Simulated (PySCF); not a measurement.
# BrH7Si3: the cost of one run

The runs use PySCF 2.14.0, with density-fitted response routines of our own; the level of theory stands in each step. All values are computed, except where a source is named. Atoms are numbered from 0 throughout.

### Step 1. The molecule as given

11 atoms, charge 0, multiplicity 1; geometry from: GFN2-xTB. The atoms were then displaced at random by about 0.01 Å, so the start is not that level's minimum.

Bonds of the start (Å): Si0–Si1 2.29, Si1–Si2 2.31, Si2–Br3 2.28, Si0–H4 1.49, Si0–H5 1.44, Si0–H6 1.46, Si1–H7 1.47, Si1–H8 1.45, Si2–H9 1.48, Si2–H10 1.45.

### Step 2. Optimising the geometry at PBE0-D3(BJ)/def2-SVP

The job: settings as JSON, then the geometry in Å.

```
{"job": {"xc": "PBE0", "basis": "def2-SVP", "d3": "d3bj", "grid": 1, "shake": 0.01, "kind": "geom"}, "charge": 0, "multiplicity": 1}
Si    -1.935370    -0.163560     0.660360
Si    -0.137360    -0.531210    -0.713800
Si     1.757510     0.644060    -0.114170
Br     3.636800    -0.626740    -0.292630
H     -2.197930     1.296750     0.764210
H     -1.735220    -0.643970     2.006790
H     -3.170150    -0.750360     0.142520
H      0.240620    -1.947030    -0.777300
H     -0.404090    -0.159920    -2.094280
H      1.842950     1.053190     1.306500
H      2.140350     1.802960    -0.903860
```

On the command line:

```console
> OMP_NUM_THREADS=1 python probes_run.py task.json out
```

This one command runs all jobs of the session in turn.

Q: Estimate the wall time and peak memory of this first job on 1 thread of Intel Xeon 6975P-C, shared host.

About 77 s, with a peak of 0.52 GiB.
